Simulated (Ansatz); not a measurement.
# BH₇O₃Si₂: a ladder of functionals and wavefunction methods

How much do the methods differ for BH₇O₃Si₂? The plan is to run it at one geometry with functionals of several rungs and with coupled cluster, and see how far each lands from CCSD(T) at the basis-set limit for the atomisation energy.

Program: Ansatz 0.2.0, Gaussian basis. Level of theory: functionals in def2-TZVPP, the program's frozen cores in correlated methods. These are calculated values, not measurements.

The runs, in order: PBE-D4, r2SCAN-D4, PBE0-D4, B3LYP-D4, ωB97X-V, ωB97M-V, B2PLYP; CCSD(T)/def2-TZVPP; MP2/def2-QZVPP; extrapolation to the limit.

### Step 1. Structure used throughout

All runs share one geometry, relaxed beforehand with PBE0-D4 in a triple-zeta def2 set.

SMILES `OB(O[SiH3])O[SiH3]`, 13 atoms, charge 0, spin multiplicity 1.

Atoms are counted from 1 here; the program's logs count them from 0.

Bond lengths: O1–B2 1.361 Å, O1–H7 0.959 Å, B2–O3 1.359 Å, B2–O5 1.371 Å, O3–Si4 1.636 Å, Si4–H8 1.484 Å, Si4–H9 1.488 Å, Si4–H10 1.482 Å, O5–Si6 1.643 Å, Si6–H11 1.484 Å, Si6–H12 1.482 Å, Si6–H13 1.487 Å. Angles: B2–O1–H7 111.7°, O1–B2–O3 117.2°, O1–B2–O5 119.3°, O3–B2–O5 123.5°, B2–O3–Si4 143.0°, O3–Si4–H8 109.7°, O3–Si4–H9 110.4°, O3–Si4–H10 108.2°, H8–Si4–H9 109.4°, H8–Si4–H10 109.8°, H9–Si4–H10 109.3°, B2–O5–Si6 138.9°, O5–Si6–H11 109.9°, O5–Si6–H12 107.6°, O5–Si6–H13 110.5°, H11–Si6–H12 109.7°, H11–Si6–H13 109.6°, H12–Si6–H13 109.5°.

### Step 2. PBE-D4 (GGA)

Contents of in.yaml:

```yaml
crystal:
  periodic: [false, false, false]
  atoms:
    - {symbol: O, position_ang: [-2.631195, 0.737719, 0.122235]}
    - {symbol: B, position_ang: [-1.320241, 0.376038, 0.074566]}
    - {symbol: O, position_ang: [-0.447037, 1.273644, -0.452184]}
    - {symbol: Si, position_ang: [1.057471, 1.421777, -1.077978]}
    - {symbol: O, position_ang: [-0.945995, -0.852362, 0.554243]}
    - {symbol: Si, position_ang: [0.429971, -1.668368, 0.927711]}
    - {symbol: H, position_ang: [-3.173072, 0.054463, 0.522291]}
    - {symbol: H, position_ang: [1.965061, 2.013618, -0.064570]}
    - {symbol: H, position_ang: [1.580828, 0.091476, -1.491845]}
    - {symbol: H, position_ang: [0.980220, 2.308771, -2.262857]}
    - {symbol: H, position_ang: [0.820414, -2.545069, -0.203575]}
    - {symbol: H, position_ang: [0.149353, -2.493787, 2.126751]}
    - {symbol: H, position_ang: [1.534229, -0.717920, 1.225222]}
basis:
  gaussian: {orbitals: def2-TZVPP}
hamiltonian: {xc: pbe, dispersion: d4}
output: {forces: true, orbitals: {seedname: orbitals}}
```

Started as:

```sh
$ ansatz run in.yaml --threads 2 --pin off --events-out ev --progress --plain --max-ram 22528MiB --backend cuda --devices 0, --max-vram 18GiB
```

The runs that follow: r2SCAN-D4 (meta-GGA); PBE0-D4 (hybrid); B3LYP-D4 (hybrid); ωB97X-V (range-separated); ωB97M-V (range-separated); B2PLYP (double hybrid); CCSD(T) in def2-TZVPP; MP2 in def2-QZVPP.

**Question.** What will the summary of the whole plan be? Wanted: atomisation energy, CCSD(T)/CBS; farthest; mean size of error, hybrid; mean size of error, range-separated; gap, smallest and largest; T1 diagnostic; triples share of the correlation energy.

**Answer**, as computed:

```
                               quantity                                          value
        atomisation energy, CCSD(T)/CBS                                      51.855 eV
    functionals within 0.259 eV (0.5 %)  PBE-D4, r2SCAN-D4, B3LYP-D4, ωB97X-V, ωB97M-V
                               farthest                            PBE0-D4 (-0.787 eV)
             mean size of error, hybrid                                       0.503 eV
    mean size of error, range-separated                                       0.049 eV
              gap, smallest and largest           6.23 eV (PBE-D4), 12.97 eV (ωB97X-V)
                          T1 diagnostic                                         0.0121
triples share of the correlation energy                                          3.3 %
```

In words: PBE-D4 is off by -0.043 eV. Double hybrids carry the basis error of their MP2 part in triple zeta, and no dispersion term here, so their miss is partly the set-up's. The reference freezes the cores and leaves out relativity and excitations past (T), so misses under about 0.259 eV can't be ranked. Hartree-Fock recovers 75 % of the binding; the rest is correlation. Orbital gaps span 6.2 to 13.0 eV; exact exchange widens them.
